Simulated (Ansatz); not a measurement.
**ScIr: relaxation and properties**

The task, for ScIr: find the equilibrium cell, compute bands, density of states and charges and fit an equation of state.

Computed with Ansatz 0.2.0 (DFT r2SCAN, scalar-relativistic, plane waves, PAW, unless a step's input says otherwise).

## (1) The starting structure

It takes space group Pm-3m (No. 221, cubic). The conventional cell has a = 3.206 Å, b = 3.206 Å, c = 3.206 Å, α = 90.00°, β = 90.00°, γ = 90.00°. Sc (site symmetry m-3m) is surrounded by 8 Ir at 2.78 Å. Around Ir (site symmetry m-3m) lie 8 Sc at 2.78 Å.

As a file:

```
CELL_PARAMETERS angstrom
3.20600 0.00000 0.00000
0.00000 3.20600 0.00000
0.00000 0.00000 3.20600
ATOMIC_POSITIONS crystal
Sc 0.50000 0.50000 0.50000
Ir 0.00000 0.00000 0.00000
```

Source of the structure: the Crystallography Open Database.

(A quick probe on a coarse mesh, which set the mesh and smearing, is not shown.)

## (3) The relaxation

The input, input.yaml:

```yaml
crystal:
  lattice:
    - [3.206, 0.0, 0.0]
    - [0.0, 3.206, 0.0]
    - [0.0, 0.0, 3.206]
  atoms:
    - { symbol: Sc, position: [0.5, 0.5, 0.5] }
    - { symbol: Ir, position: [0.0, 0.0, 0.0] }
basis:
  ecutwfc: 500
kpoints:
  mp_grid: { grid: [14, 14, 14] }
hamiltonian:
  xc: r2scan
scf:
  occupations: { method: gaussian, width: 0.1 }
output:
  forces: true
  stress: true
  eigenvalues: true
  write_density: true
  write_potential: true
  elf: true
  volumetric_format: npy
relax:
  adjacent_minimum: "off"
  f_tol: 0.005
  max_steps: 80
  cell: { stress_tol: 0.05 }
```

Run with:

```bash
ansatz run input.yaml --threads 1 --pin off --max-ram 2560MiB --backend cpu --events-out ev --progress --plain --runs-dir out
```

The session goes on with these runs: static run: bands, density of states and charges; the cell scaled to 0.97 of its volume; point at V/V0 = 1.03; volume × 0.94; the cell scaled to 1.06 of its volume.

Q: Predict the outcome of this session. Wanted: relaxed cell; volume; gap; states at the Fermi level; Bader charges; equilibrium volume of the fit; bulk modulus.

The runs gave:

| quantity | value |
| --- | --- |
| relaxed cell | a = 3.212 Å, b = 3.212 Å, c = 3.212 Å, α = 90.00°, β = 90.00°, γ = 90.00° |
| space group (0.01 Å) | Pm-3m (No. 221) |
| volume | 16.57 Å³/atom |
| gap | none (metal) |
| states at the Fermi level | 0.28 per eV per cell |
| Bader charges | Sc +1.64, Ir -1.64 e |
| equilibrium volume of the fit | 16.57 Å³/atom |
| bulk modulus | 180 GPa |
| its pressure derivative | 4.4 |

What this shows: The relaxed volume is 0.6 % larger than at the start. Bands cross the Fermi level: a metal at this level of theory. Of the projected weight within 0.25 eV of the Fermi level, the largest part is Ir 5d (67 %) and Sc 3d (23 %). The projections leave out shells that the potentials don't hold, such as empty d states. Bader charges reach 1.6 e, so charge transfer in this metal is strong. The fit puts the minimum at 16.57 Å³/atom with B = 180 GPa and B' = 4.4. These runs have no spin-orbit coupling; with Ir it would split and shift bands.
